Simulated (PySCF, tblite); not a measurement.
**C4H7O2Se radical: geometry, infrared bands and EPR parameters**

Wanted: the infrared bands and EPR parameters of C4H7O2Se radical (`C[CH][Se]COC=O`), by calculation.

The runs use tblite 0.8.0 and PySCF 2.14.0, with density-fitted response routines of our own; the level of theory stands in each step. All values are computed, except where a source is named. Atoms count from 0, in the outputs and in this text.

**1. The starting structure**

14 atoms, charge 0, multiplicity 2; geometry from: force field or distance geometry start.

Bonds of the start (Å): C0–C1 1.50, C1–Se2 1.91, Se2–C3 1.92, C3–O4 1.42, O4–C5 1.38, C5–O6 1.27, C0–H7 1.09, C0–H8 1.11, C0–H9 1.12, C1–H10 1.11, C3–H11 1.11, C3–H12 1.13, C5–H13 1.08.

**2. Geometry optimisation with GFN2-xTB**

The job: settings as JSON, then the geometry in Å.

```
{"job": {"kind": "relax", "xc": "GFN2-xTB", "basis": "xTB"}, "charge": 0, "multiplicity": 2}
C      2.910300     0.278100     0.375400
C      1.705200    -0.233900     1.116700
Se     0.106200     0.601400     0.482900
C     -1.196800    -0.608300    -0.242400
O     -2.423500    -0.557500     0.464200
C     -3.220200     0.560900     0.568900
O     -2.858700     1.654200     0.027000
H      3.215500    -0.480800    -0.349700
H      2.710200     1.252100    -0.118400
H      3.730700     0.423100     1.120500
H      1.643100    -1.343800     1.164600
H     -1.328800    -0.462600    -1.335000
H     -0.841700    -1.671900    -0.121500
H     -4.152200     0.588500     1.104600
```

The run is started by

```console
> OMP_NUM_THREADS=1 python probes_run.py task.json out
```

One launch serves the whole session: the jobs run in the order shown.

The log of the run:

```text
step      E/eV     max force
  0    -634.57056    6.059
  1    -634.83180    6.487
  2    -635.08029    1.326
  3    -635.17147    1.022
  4    -635.34063    0.584
  5    -635.36850    0.496
  6    -635.42300    0.410
  7    -635.44830    0.447
  8    -635.47197    0.410
  9    -635.49339    0.371
 10    -635.52058    0.438
 11    -635.54080    0.332
 12    -635.55417    0.285
 13    -635.56280    0.264
 14    -635.56959    0.262
 15    -635.57495    0.207
 16    -635.57818    0.127
 17    -635.58023    0.138
 18    -635.58241    0.133
 19    -635.58491    0.140
 20    -635.58737    0.135
 21    -635.58963    0.138
 22    -635.59203    0.176
 23    -635.59472    0.140
 24    -635.59720    0.127
 25    -635.59935    0.140
 26    -635.60166    0.155
 27    -635.60411    0.152
 28    -635.60617    0.111
 29    -635.60739    0.080
 30    -635.60820    0.078
 31    -635.60915    0.079
 32    -635.61021    0.078
 33    -635.61101    0.064
 34    -635.61158    0.075
 35    -635.61218    0.088
 36    -635.61312    0.096
 37    -635.61436    0.082
 38    -635.61542    0.078
 39    -635.61598    0.077
 40    -635.61630    0.065
 41    -635.61665    0.050
 42    -635.61704    0.050
 43    -635.61740    0.060
 44    -635.61771    0.055
 45    -635.61809    0.049
 46    -635.61862    0.062
 47    -635.61928    0.065
 48    -635.61987    0.061
 49    -635.62035    0.061
 50    -635.62084    0.063
 51    -635.62149    0.067
 52    -635.62227    0.079
 53    -635.62299    0.062
 54    -635.62335    0.045
 55    -635.62359    0.035
 56    -635.62385    0.036
 57    -635.62409    0.037
 58    -635.62426    0.033
 59    -635.62441    0.036
 60    -635.62459    0.037
 61    -635.62482    0.039
 62    -635.62513    0.056
 63    -635.62548    0.059
 64    -635.62578    0.038
 65    -635.62596    0.028
 66    -635.62605    0.022
 67    -635.62610    0.016
 68    -635.62613    0.012
 69    -635.62614    0.009
```

It took 0.32 s on 1 thread of Arm Neoverse V2, shared host; peak memory 0.18 GiB.

The steps of the relaxation: (not every step is listed)

```csv
step,energy from step 0 (eV),largest force (eV/Å)
0,0.0000,6.0591
1,-0.2612,6.4872
2,-0.5097,1.3259
3,-0.6009,1.0215
4,-0.7701,0.5838
5,-0.7979,0.4960
6,-0.8524,0.4099
7,-0.8777,0.4472
8,-0.9014,0.4096
13,-0.9922,0.2636
18,-1.0118,0.1326
23,-1.0242,0.1403
28,-1.0356,0.1110
33,-1.0404,0.0636
38,-1.0449,0.0784
43,-1.0468,0.0596
48,-1.0493,0.0607
53,-1.0524,0.0623
58,-1.0537,0.0330
63,-1.0549,0.0594
64,-1.0552,0.0383
65,-1.0554,0.0281
66,-1.0555,0.0224
67,-1.0555,0.0158
68,-1.0556,0.0118
69,-1.0556,0.0095
```

Distances of close pairs at the start and the end, largest changes first:

| bond | before (Å) | after (Å) | change (Å) |
| --- | --- | --- | --- |
| C5–O6 | 1.273 | 1.195 | -0.077 |
| Se2–C3 | 1.920 | 1.997 | +0.077 |
| C1–Se2 | 1.912 | 1.853 | -0.059 |
| O4–C5 | 1.377 | 1.323 | -0.054 |
| C3–H12 | 1.128 | 1.090 | -0.038 |
| C1–H10 | 1.113 | 1.081 | -0.032 |
| C5–H13 | 1.075 | 1.100 | +0.025 |
| C0–H9 | 1.118 | 1.095 | -0.023 |

The end geometry stands in the next job.

**3. Harmonic vibrations with GFN2-xTB**

The job: settings as JSON, then the geometry in Å.

```
{"job": {"kind": "ir", "xc": "GFN2-xTB", "basis": "xTB"}, "charge": 0, "multiplicity": 2}
C      2.892231     0.285161     0.371515
C      1.537556    -0.320299     0.407323
Se     0.028281     0.751045     0.502174
C     -1.247644    -0.667924    -0.087734
O     -2.487622    -0.584376     0.569805
C     -3.069522     0.603918     0.540087
O     -2.616143     1.584178     0.027909
H      3.557107    -0.331088    -0.235916
H      2.851729     1.286628    -0.053833
H      3.341107     0.353860     1.367497
H      1.444228    -1.322013     0.803155
H     -1.377685    -0.551588    -1.168917
H     -0.817347    -1.639766     0.152899
H     -4.036954     0.551790     1.061896
```

The log of the run:

```text
mode    cm-1     km/mol
  1      26.7      0.04
  2      84.8      2.94
  3      90.9      4.64
  4     140.9      2.36
  5     149.6      1.57
  6     171.7      3.20
  7     288.7      6.79
  8     314.6     11.96
  9     371.6     45.69
 10     527.4     26.19
 11     551.4     13.91
 12     638.0      6.26
 13     738.1     15.66
 14     838.5     19.64
 15     934.4     13.32
 16     967.8     45.11
 17     992.7      4.79
 18     998.4      1.63
 19    1115.1    179.35
 20    1125.5     10.80
 21    1174.7     23.95
 22    1210.1     45.83
 23    1235.0     80.29
 24    1328.9     20.04
 25    1393.0      2.95
 26    1394.4      5.41
 27    1457.5      5.75
 28    1475.4      5.13
 29    1763.1    357.75
 30    2862.6     72.14
 31    2914.8      7.61
 32    2918.2     27.23
 33    2981.0     26.17
 34    2988.5      1.63
 35    3017.1      2.54
 36    3025.7     48.99
```

It took 0.31 s on 1 thread of Arm Neoverse V2, shared host; peak memory 0.18 GiB.

The strongest bands and the atoms that carry them (share of the mass-weighted mode):

```csv
cm⁻¹,km/mol,atoms
372,45.7,"O4 34 %, H13 22 %, C5 17 %"
968,45.1,"C3 43 %, O4 27 %, C5 11 %, H12 10 %"
1115,179.3,"C5 28 %, O4 26 %, H12 25 %, C3 14 %"
1210,45.8,"H11 33 %, H12 23 %, O4 19 %"
1235,80.3,"H10 46 %, C1 23 %"
1763,357.8,"C5 59 %, O6 39 %"
2863,72.1,H13 93 %
3026,49.0,"H10 73 %, H8 20 %"
```

**4. g tensor and hyperfine couplings: B3LYP/def2-TZVP-core+pcH-1**

The job, as its differences from that of step 3:

```diff
@@ -1,2 +1,2 @@
-{"job": {"kind": "ir", "xc": "GFN2-xTB", "basis": "xTB"}, "charge": 0, "multiplicity": 2}
+{"job": {"kind": "epr", "basis": "pcH-1"}, "charge": 0, "multiplicity": 2}
 C      2.892231     0.285161     0.371515
```

Method: UKS B3LYP, def2-TZVP-core on Se, pcH-1 on C H O, non-relativistic, mean-field spin-orbit, GIAO.

The log of the run:

```text
UKS, coarse grid
  cycle   1  E = -2708.44844530  |g| = 1.60e+00
  cycle   2  E = -2707.97925990  |g| = 1.42e+00
  cycle   3  E = -2708.41154543  |g| = 8.26e-01
  cycle   4  E = -2708.63616390  |g| = 2.29e-01
  cycle   5  E = -2708.64794384  |g| = 9.57e-02
  cycle   6  E = -2708.65125490  |g| = 1.83e-02
  cycle   7  E = -2708.65136928  |g| = 5.72e-03
  cycle   8  E = -2708.65138745  |g| = 2.43e-03
  cycle   9  E = -2708.65138834  |g| = 1.10e-03
  cycle  10  E = -2708.65139169  |g| = 5.00e-04
UKS, final grid
  cycle   1  E = -2708.65137325  |g| = 5.60e-04
  cycle   2  E = -2708.65137294  |g| = 1.07e-03
  cycle   3  E = -2708.65137339  |g| = 1.69e-04
  cycle   4  E = -2708.65137340  |g| = 3.40e-05
  cycle   5  E = -2708.65137340  |g| = 2.35e-05
E = -2708.65137340 Eh   <S^2> = 0.7557 (exact 0.7500)
g shifts (ppm)      1          2          3
  rmc          -164       -164       -164
  gc              7         40         23
  oz_so       -5453        801      22042
  total       -5603        684      21908
hyperfine (MHz)  atom isotope    a_iso     a_fc   dipolar eigenvalues
    0   13C     -28.15     -28.19     -2.16     -0.13      2.29
    1   13C     145.41     143.77    -70.79    -69.43    140.22
    2  77Se      -4.69       7.21   -106.44    -80.83    187.27
    3   13C      20.30      20.24     -2.96     -2.31      5.27
    4   17O      -0.01      -0.04     -0.21     -0.10      0.31
    5   13C      -0.11      -0.11     -0.42     -0.16      0.58
    6   17O       0.57       0.60     -1.27      0.51      0.76
    7    1H      69.76      69.75     -4.70     -4.26      8.97
    8    1H       7.12       7.06     -4.03     -3.81      7.85
    9    1H     113.88     113.84     -4.60     -2.67      7.27
   10    1H     -24.90     -25.26    -31.86     -2.43     34.30
   11    1H       7.77       7.77     -2.25     -1.52      3.77
   12    1H      -0.39      -0.44     -3.74     -1.50      5.24
   13    1H      -0.30      -0.30     -0.58     -0.55      1.12
```

It took 2.8 min on 1 thread of Arm Neoverse V2, shared host; peak memory 1.3 GiB.

Principal g values 1.99672, 2.00300, 2.02423; g(iso) = 2.00798, against 2.00232 for a free electron.

Mean a(iso) over the nuclei that a row names, and the largest dipolar term of the row (other rows stand at the frozen geometry):

```csv
nuclei,isotope,a(iso) (MHz),"a(iso) (G, at g = 2.0023)",largest dipolar term (MHz)
C1,13C,145.4,51.9,140.2
"H7, H8, H9",1H,63.6,22.7,9.0
C0,13C,-28.1,-10.0,2.3
H10,1H,-24.9,-8.9,34.3
C3,13C,20.3,7.2,5.3
Se2,77Se,-4.7,-1.7,187.3
"H11, H12",1H,3.7,1.3,5.2
O6,17O,0.6,0.2,-1.3
H13,1H,-0.3,-0.1,1.1
C5,13C,-0.1,0.0,0.6
O4,17O,0.0,0.0,0.3
```

Mulliken spin populations:

C0 -0.07; C1 0.87; Se2 0.13; C3 0.01; O4 0.00; C5 0.00; O6 0.00; H7 0.03; H8 0.00; H9 0.05; H10 -0.03; H11 0.01; H12 0.00; H13 0.00

In first order the couplings over 0.8 MHz of 1H give 24 distinct lines over 79.6 G, if the averaged nuclei exchange fast.

The fields below are evaluated on a grid from the run's orbitals.

ELF in a plane through or near 6 of the atoms.

Ten even steps from '0' (0.00) to '9' (1.00):
```
0000000000000000000000000000
0000000000000000000000000000
0000000000000000000000000000
0000000000000110000110000000
0000000000002551003441000000
0000000231015784015651000000
0000001452016776116651000000
0000013663024226206754663000
0000036644343564204339996000
0000026328677335304419997000
0000035558227457557762562000
0000045424675126473471000000
0000023005996059747882000000
0000000005996099923762000000
0000000003882099920220000000
0000000000320089910000000000
0000000000000026400000000000
0000000000000000000000000000
0000000000000000000000000000
0000000000000000000000000000
```
The map spans 13.3 Å across and 8.5 Å up, centred on the molecule. Atoms in the plane (x, y in Å): C0 (-2.9, 0.4), C1 (-1.5, -0.3), Se2 (0.0, 0.8), C3 (1.2, -0.7), C5 (3.1, 0.6), H12 (0.8, -1.7).

On the surface of density 0.002 e/bohr³ the electrostatic potential runs, from the 1st to the 99th percentile, from -1.48 V near O6 to 1.29 V near H13.

The spin density lies nearest to C1 60 %; Se2 19 %.

**5. Outcome**

```
                                 quantity                  value
strongest single infrared mode (GFN2-xTB)  1763 cm⁻¹, 358 km/mol
             zero-point energy (GFN2-xTB)          63.2 kcal/mol
                           g(iso) (B3LYP)                2.00798
                                     ⟨S²⟩     0.756 (exact 0.75)
       largest a(iso) (averaged by class)   13C on C1, 145.4 MHz
    surface potential, 1st and 99th percentile     -1.48 V and 1.29 V
```

Relaxing lowered the energy by 1.056 eV in 69 steps; the close pair that moved most is C5–O6, from 1.273 to 1.195 Å. All 36 modes are real, so the xTB geometry is a minimum. The strongest single mode, at 1763 cm⁻¹, moves mainly C5 and O6. Unscaled tight-binding wavenumbers are off by several per cent, some by more. Its intensities can rank the bands wrongly. C1 carries the largest spin population, 0.87 e. The isotropic g lies 5.7 ppt above the free-electron value. The hyperfine terms hold no scalar relativity, which the heavier nuclei need.
